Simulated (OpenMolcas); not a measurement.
# A workflow on C3H9BO3 (trimethyl borate)

Wanted: a single-point energy (HF/ANO-RCC-MB), then the energy (CASSCF(2,2)/ANO-RCC-VDZP), then the energy along one coordinate (CASPT2(2,2)/ANO-RCC-VDZP), then the energy along one coordinate (SC-NEVPT2(2,2)/ANO-RCC-VDZP), then an energy scan (MC-PDFT[tPBE](2,2)/ANO-RCC-VDZP) of C3H9BO3 (trimethyl borate). 

The calculation is run with OpenMolcas 26.06.

**1. The structure to begin with**

C3H9BO3: 16 atoms, total charge 0, spin state singlet. As SMILES, `COB(OC)OC`. The coordinates come from a PBE0-D4/def2-TZVP relaxation.

Bond lengths: C1–O2 1.412 Å, O2–B3 1.363 Å, B3–O4 1.363 Å, O4–C5 1.412 Å, B3–O6 1.363 Å, O6–C7 1.412 Å, C1–H8 1.093 Å, C1–H9 1.093 Å, C1–H10 1.090 Å, C5–H11 1.093 Å, C5–H12 1.093 Å, C5–H13 1.090 Å, C7–H14 1.093 Å, C7–H15 1.093 Å, C7–H16 1.090 Å. Some angles: C1–O2–B3 120.2°, O2–B3–O4 120.0°, O2–B3–O6 120.0°, O4–B3–O6 120.0°, B3–O4–C5 120.2°, B3–O6–C7 120.2°, O2–C1–H8 111.3°, O2–C1–H9 111.3°, O2–C1–H10 107.6°, O4–C5–H11 111.3°.

**2. A single-point energy at HF/ANO-RCC-MB (DKH2) (run 1)**

The input, mol.xyz:

```xyz
16

C      0.495720    -0.646730    -2.262610
O     -0.175840     0.182850    -1.338690
B      0.000140     0.000100     0.000000
O      0.825800    -0.985800     0.450290
C      1.010960    -1.178550     1.836440
O     -0.650070     0.802840     0.888440
C     -1.506700     1.825270     0.426170
H      1.580410    -0.565040    -2.153520
H      0.214930    -1.695090    -2.131270
H      0.211110    -0.322610    -3.263990
H      1.432620    -0.286900     2.307940
H      0.066710    -1.416360     2.333400
H      1.702440    -2.011880     1.963760
H     -0.965900     2.546210    -0.192620
H     -2.330740     1.415550    -0.163930
H     -1.911590     2.336140     1.300180
```

The input, step1.input:

```
>>> EXPORT MOLCAS_PRINT=2

&GATEWAY
  Coord=mol.xyz
  Basis=ANO-RCC-MB
  Group=NoSym

&SEWARD

&SCF
  PrOrbitals=0

&LOCALISATION
  Occupied
  Freeze
  Pipek-Mezey

&LOCALISATION
  FileOrb=$Project.LocOrb
  Virtual
  Pipek-Mezey
```

Started as:

```sh
$ export MOLCAS_MEM=1860
$ pymolcas step1.input > step1.log
```

Output:

```text
--- Start Module: gateway ---
[...]
--- Stop Module: gateway /rc=_RC_ALL_IS_WELL_ ---
[...]
      Basis functions           44
[...]
       Convergence after   9 Iterations
[...]
::    Total SCF energy                               -368.0463313249
[...]
      Total spin, S                                     0.0000000000
[...]
      Total electronic charge=   56.000000
      Total            charge=   -0.000000
[...]
      Dipole Moment (debye):
      Origin of the operator (angstrom)=   -0.0000   -0.0000    0.0000
                   X=  1.0672E-03               Y=  8.3327E-04               Z= -1.2983E-04           Total=  1.3602E-03
      Quadrupole Moment (debye*angstrom):
[...]
--- Start Module: localisation ---
[...]
--- Stop Module: localisation /rc=_RC_ALL_IS_WELL_ ---
--- Start Module: localisation ---
[...]
--- Stop Module: localisation /rc=_RC_ALL_IS_WELL_ ---
[...]
```

Run time: 8.1 s. Hardware: 1 thread of Arm Neoverse V1, shared host; peak memory 0.4 GiB.

**3. The energy at CASSCF(2,2)/ANO-RCC-VDZP (DKH2, RICD fitting) (run 2)**

mol.xyz is that of step 2.

The input, step2.inp:

```
* C3H9BO3 CASSCF
>>> EXPORT MOLCAS_PRINT=2

&GATEWAY
  Coord=mol.xyz
  Basis=ANO-RCC-MB
  Group=NoSym

&SEWARD

&RASSCF
  FileOrb=$CurrDir/step1.LocOrb
  Alter=2
  1 20 28
  1 29 32
  Spin=1
  Nactel=2 0 0
  Inactive=27
  Ras2=2
  OrbListing=Nothing
>>> COPY $Project.RunFile RUNFIL1
>>> COPY $Project.RasOrb INPORB

&GATEWAY
  Coord=mol.xyz
  Basis=ANO-RCC-VDZP
  Group=NoSym
  RICD

&SEWARD
>>> COPY $Project.RunFile RUNFIL2

&EXPBAS

&RASSCF
  FileOrb=$Project.ExpOrb
  Spin=1
  Nactel=2 0 0
  Inactive=27
  Ras2=2
  OrbListing=Nothing
```

Started as:

```sh
$ export MOLCAS_MEM=1860
$ pymolcas step2.inp > step2.log
```

Output:

```text
--- Start Module: gateway ---
[...]
--- Stop Module: gateway /rc=_RC_ALL_IS_WELL_ ---
[...]
      Basis functions           44
[...]
      Number of active orbitals                  2
[...]
      Spin quantum number                      0.0
[...]
      Active orbitals                            2
[...]
      Number of CSFs                             3
[...]
      Number of root(s) required                 1
[...]
      Convergence after 10 iterations
[...]
      printout of CI-coefficients larger than  0.05 for root  1
      energy=    -368.064783
      conf/sym  11     Coeff  Weight
             1  20   0.99459 0.98920
             3  02  -0.10391 0.01080
      Natural orbitals and occupation numbers for root  1
      sym 1:   1.978405   0.021595
      ************************************************************************************************************************
      *                                                    Final results                                                     *
[...]
::    RASSCF root number  1 Total energy:   -368.06478305
[...]
      Basis functions          143
[...]
--- Start Module: expbas ---
[...]
--- Stop Module: expbas /rc=_RC_ALL_IS_WELL_ ---
--- Start Module: rasscf ---
[...]
      Convergence after 15 iterations
[...]
      Natural orbitals and occupation numbers for root  1
      sym 1:   1.980253   0.019747
      ************************************************************************************************************************
      *                                                    Final results                                                     *
[...]
::    RASSCF root number  1 Total energy:   -368.61657933
[...]
      Total electronic charge=   56.000000
      Total            charge=   -0.000000
[...]
      Dipole Moment (debye):
      Origin of the operator (angstrom)=   -0.0000   -0.0000    0.0000
                   X= -5.1463E-02               Y=  6.5878E-02               Z=  9.3843E-02           Total=  1.2568E-01
      Quadrupole Moment (debye*angstrom):
[...]
--- Stop Module: rasscf /rc=_RC_ALL_IS_WELL_ ---
[...]
```

Wall time 32 s (1 thread of Arm Neoverse V1, shared host); peak memory 0.4 GiB.

**4. An energy scan at CASPT2(2,2)/ANO-RCC-VDZP (DKH2, RICD fitting, ipea shift 0.25 Eh, pt2 variant SS) (run 3)**

The input, step3.inp:

```
>>> COPY $CurrDir/step2.RasOrb $Project.RasOrb
>>> ForEach K in (1, 2, 3, 4, 5, 6, 7, 8, 9)

&GATEWAY
 Coord=$CurrDir/point$K.xyz
 Basis=ANO-RCC-VDZP
 Group=NoSym
 RICD

&SEWARD

&RASSCF
 FileOrb=$Project.RasOrb
 Spin=1
 Nactel=2 0 0
 Inactive=27
 Ras2=2
 OrbListing=Nothing

&CASPT2
 Imaginary=0.2
 Frozen=7
>>> EndDo
```

Started as:

```sh
$ export MOLCAS_MEM=1860
$ pymolcas step3.inp > step3.log
```

Output:

```text
[...]
      Basis functions          143
[...]
      Number of active orbitals                  2
[...]
      Spin quantum number                      0.0
[...]
      Active orbitals                            2
[...]
      Number of CSFs                             3
[...]
      Number of root(s) required                 1
[...]
      Convergence after 14 iterations
[...]
      Natural orbitals and occupation numbers for root  1
      sym 1:   1.988363   0.011637
      ************************************************************************************************************************
      *                                                    Final results                                                     *
[...]
::    RASSCF root number  1 Total energy:   -368.59512755
[...]
::    CASPT2 Root  1     Total energy:   -369.66468465
[...]
      Convergence after 13 iterations
[...]
      Natural orbitals and occupation numbers for root  1
      sym 1:   1.980230   0.019770
      ************************************************************************************************************************
      *                                                    Final results                                                     *
[...]
      Convergence after 14 iterations
[...]
      Natural orbitals and occupation numbers for root  1
      sym 1:   1.631285   0.368715
      ************************************************************************************************************************
      *                                                    Final results                                                     *
[...]
      Convergence after 12 iterations
[...]
      Natural orbitals and occupation numbers for root  1
      sym 1:   1.342164   0.657836
      ************************************************************************************************************************
      *                                                    Final results                                                     *
[...]
      Convergence after 12 iterations
[...]
      Natural orbitals and occupation numbers for root  1
      sym 1:   1.136865   0.863135
      ************************************************************************************************************************
      *                                                    Final results                                                     *
[...]
::    RASSCF root number  1 Total energy:   -368.48174713
[...]
::    CASPT2 Root  1     Total energy:   -369.51798424
[...]
      Convergence after 12 iterations
[...]
::    RASSCF root number  1 Total energy:   -368.48123190
[...]
::    CASPT2 Root  1     Total energy:   -369.51536347
[...]
```

Run time: 4.4 min. Hardware: 1 thread of Arm Neoverse V1, shared host; peak memory 0.18 GiB.

The scan, from its lowest point:

```tsv
O2–C1 (Å)	energy (kJ/mol)
1.271	53.6
1.412	0.0
1.553	21.5
1.765	106.5
2.047	232.1
2.400	349.5
2.823	415.2
3.388	438.7
4.235	445.6
```

**5. An energy scan at SC-NEVPT2(2,2)/ANO-RCC-VDZP (DKH2, RICD fitting, pt2 variant SC-NEVPT2) (run 4)**

The input, step4.inp:

```
* C3H9BO3 NEVPT2
>>> COPY $CurrDir/step2.RasOrb $Project.RasOrb
>>> ForEach K in (1, 2, 3, 4, 5, 6, 7, 8, 9)
&GATEWAY
Coord=$CurrDir/point$K.xyz
Basis=ANO-RCC-VDZP
Group=NoSym
RICD
&SEWARD
&RASSCF
FileOrb=$Project.RasOrb
Spin=1
Nactel=2 0 0
Inactive=27
Ras2=2
OrbListing=Nothing
&CASPT2
SC-NEVPT2
Frozen=7
>>> EndDo
```

Started as:

```sh
$ export MOLCAS_MEM=1860
$ pymolcas step4.inp > step4.log
```

Output:

```text
[...]
      Basis functions          143
[...]
      Number of active orbitals                  2
[...]
      Spin quantum number                      0.0
[...]
      Active orbitals                            2
[...]
      Number of CSFs                             3
[...]
      Number of root(s) required                 1
[...]
      Convergence after 14 iterations
[...]
      printout of CI-coefficients larger than  0.05 for root  1
      energy=    -368.595128
      conf/sym  11     Coeff  Weight
             1  20   0.99709 0.99418
             3  02  -0.07628 0.00582
      Natural orbitals and occupation numbers for root  1
      sym 1:   1.988363   0.011637
      ************************************************************************************************************************
      *                                                    Final results                                                     *
[...]
::    RASSCF root number  1 Total energy:   -368.59512755
[...]
      E2 (Variational):          -1.0656975666
[...]
::    SC-NEVPT2 Root  1     Total energy:   -369.66072446
[...]
      Convergence after 13 iterations
[...]
      Natural orbitals and occupation numbers for root  1
      sym 1:   1.980230   0.019770
      ************************************************************************************************************************
      *                                                    Final results                                                     *
[...]
      Convergence after 14 iterations
[...]
      Natural orbitals and occupation numbers for root  1
      sym 1:   1.631285   0.368715
      ************************************************************************************************************************
      *                                                    Final results                                                     *
[...]
      Convergence after 12 iterations
[...]
      Natural orbitals and occupation numbers for root  1
      sym 1:   1.342164   0.657836
      ************************************************************************************************************************
      *                                                    Final results                                                     *
[...]
      Convergence after 12 iterations
[...]
::    RASSCF root number  1 Total energy:   -368.48174713
[...]
::    SC-NEVPT2 Root  1     Total energy:   -369.51179658
[...]
      Convergence after 12 iterations
[...]
::    RASSCF root number  1 Total energy:   -368.48123190
[...]
      E2 (Variational):          -1.0282720147
[...]
      Reference weight:           0.76202
[...]
::    SC-NEVPT2 Root  1     Total energy:   -369.50950391
[...]
```

Run time: 3.9 min. Hardware: 1 thread of Arm Neoverse V1, shared host; peak memory 0.18 GiB.

The scan, from its lowest point:

```tsv
O2–C1 (Å)	energy (kJ/mol)
1.271	58.6
1.412	0.0
1.553	17.2
1.765	99.3
2.047	229.3
2.400	358.0
2.823	427.0
3.388	449.6
4.235	455.6
```

**6. The energy along one coordinate at MC-PDFT[tPBE](2,2)/ANO-RCC-VDZP (DKH2, RICD fitting) (run 5)**

The input, step5.input:

```
>>> EXPORT MOLCAS_PRINT=2
>>> COPY $CurrDir/step2.RasOrb $Project.RasOrb
>>> ForEach K in (1, 2, 3, 4, 5, 6, 7, 8, 9)

&GATEWAY
  Coord
  $CurrDir/point$K.xyz
  Basis
  ANO-RCC-VDZP
  Group
  NoSym
  RICD

&SEWARD

&RASSCF
  FileOrb
  $Project.RasOrb
  Spin
  1
  Nactel
  2 0 0
  Inactive
  27
  Ras2
  2
  OrbListing
  Nothing

&MCPDFT
  KSDFT
  T:PBE
>>> EndDo
```

Started as:

```sh
$ export MOLCAS_MEM=1860
$ pymolcas step5.input > step5.log
```

Output:

```text
--- Start Module: gateway ---
[...]
      Basis functions          143
[...]
      Number of active orbitals                  2
[...]
      Spin quantum number                      0.0
[...]
      Active orbitals                            2
[...]
      Number of CSFs                             3
[...]
      Number of root(s) required                 1
[...]
      Convergence after 14 iterations
[...]
      printout of CI-coefficients larger than  0.05 for root  1
      energy=    -368.595128
      conf/sym  11     Coeff  Weight
             1  20   0.99709 0.99418
             3  02  -0.07628 0.00582
      Natural orbitals and occupation numbers for root  1
      sym 1:   1.988363   0.011637
      ************************************************************************************************************************
      *                                                    Final results                                                     *
[...]
::    RASSCF root number  1 Total energy:   -368.59512755
[...]
::    MCPDFT root number  1 Total energy:   -370.20205194
[...]
      Convergence after 13 iterations
[...]
      Natural orbitals and occupation numbers for root  1
      sym 1:   1.980230   0.019770
      ************************************************************************************************************************
      *                                                    Final results                                                     *
[...]
      Convergence after 14 iterations
[...]
      Natural orbitals and occupation numbers for root  1
      sym 1:   1.631285   0.368715
      ************************************************************************************************************************
      *                                                    Final results                                                     *
[...]
      Convergence after 12 iterations
[...]
      Natural orbitals and occupation numbers for root  1
      sym 1:   1.342164   0.657836
      ************************************************************************************************************************
      *                                                    Final results                                                     *
[...]
      Convergence after 12 iterations
[...]
::    RASSCF root number  1 Total energy:   -368.48174713
[...]
::    MCPDFT root number  1 Total energy:   -370.04419754
[...]
      Convergence after 12 iterations
[...]
::    RASSCF root number  1 Total energy:   -368.48123190
[...]
      Total electronic charge=   56.000000
      Total            charge=   -0.000000
[...]
::    MCPDFT root number  1 Total energy:   -370.04279413
[...]
```

Run time: 5.1 min. Hardware: 1 thread of Arm Neoverse V1, shared host; peak memory 0.1 GiB.

The scan, from its lowest point:

```tsv
O2–C1 (Å)	energy (kJ/mol)
1.271	50.6
1.412	0.0
1.553	22.5
1.765	107.3
2.047	234.2
2.400	364.5
2.823	441.5
3.388	465.1
4.235	468.7
```

**7. Summary of results**

```
                                                         quantity          value
                               run 1, HF/ANO-RCC-MB: total energy  -368.04633 Eh
                              run 1, HF/ANO-RCC-MB: dipole moment         0.00 D
                                run 1, HF/ANO-RCC-MB: HOMO energy      -12.86 eV
                                run 1, HF/ANO-RCC-MB: LUMO energy        6.14 eV
                              run 1, HF/ANO-RCC-MB: HOMO–LUMO gap       19.00 eV
                    run 2, CASSCF(2,2)/ANO-RCC-VDZP: total energy  -368.61658 Eh
  run 2, CASSCF(2,2)/ANO-RCC-VDZP: dipole moment (CASSCF density)         0.13 D
       run 3, CASPT2(2,2)/ANO-RCC-VDZP: lowest energy of the scan  -369.68509 Eh
    run 4, SC-NEVPT2(2,2)/ANO-RCC-VDZP: lowest energy of the scan  -369.68305 Eh
run 5, MC-PDFT[tPBE](2,2)/ANO-RCC-VDZP: lowest energy of the scan  -370.22133 Eh
```

In words: Mulliken charges (run 2, CASSCF(2,2)/ANO-RCC-VDZP) run from -0.51 on O6 to +0.69 on B3; they depend strongly on the basis.
